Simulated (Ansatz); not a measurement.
Runs of Ansatz 0.2.0 on Ta3AsAu2O13. Symmetry: R3m, No. 160, trigonal system. Conventional cell: a = 10.485 Å, b = 10.485 Å, c = 12.428 Å, α = 90.00°, β = 90.00°, γ = 120.00°. Around Ta (site symmetry m) lie 4 O at 1.82 to 1.95 Å. As (site symmetry 3m) is surrounded by 3 O at 1.76 Å. Au (site symmetry 3m) is surrounded by 3 O at 2.21 Å. Au (site symmetry 3m) has 1 As at 2.39 Å and 1 Au at 2.67 Å as nearest neighbours. O (site symmetry m) is surrounded by 1 As at 1.76 Å and 1 Ta at 1.93 Å. Around O (site symmetry 1) lie 1 O at 1.44 Å. O (site symmetry m) has 1 Ta at 1.82 Å as nearest neighbours. O (site symmetry 3m) is surrounded by 3 Ta at 2.11 Å. The cell was built by a generator and needn't be a form met in nature.

| task | level | cell | k mesh | cutoff (eV) | points for each segment of the path | gap on the mesh (eV) | pressure (GPa) | relaxed volume (Å³/atom) | largest force (eV/Å) |
| --- | --- | --- | --- | --- | --- | --- | --- | --- | --- |
| relaxation of cell and atoms | r2SCAN+D4 | relaxed | 3 × 3 × 3 | 500 | - | 1.72 | 0.0 | 19.65 | 0.01 |
| band structure | r2SCAN | as given | 4 × 4 × 4 | 500 | 10 | 1.43 | -3.1 | - | 0.56 |
| band structure | BLYP | as given | 4 × 4 × 4 | 420 | 10 | (b) | 2.7 | - | 0.38 |
| relaxation of cell and atoms | BLYP | relaxed | 3 × 3 × 3 | 420 | - | 0.97 | 0.0 | (c) | 0.01 |
| relaxation of cell and atoms | r2SCAN | relaxed | 3 × 3 × 3 | 500 | - | (a) | 0.0 | 19.87 | 0.01 |

Alike in all rows: potentials or basis Ansatz PAW soft_1; no spin polarisation; smearing fermi-dirac 0.05 eV.

Task: Fill in the values left out.

Result: (a) 1.66; (b) 1.09; (c) 21.55.

Caveats: spin-orbit coupling is left out, which moves the levels of the heavy elements; the PAW data sets come from PBE, with cores solved anew for the run's functional, which leaves a small shift of forces and pressure; odd divisions of the mesh miss points on the zone boundary, where band edges often lie, so the gap on the mesh can be too wide (some runs); the plane-wave basis is chosen anew once the cell has moved, so the energies of steps on either side of that aren't comparable (some runs).

A k mesh can miss the band edges, and the runs leave out spin-orbit coupling on As, Au, Ta.

Runs at the PBE level aren't shown here.
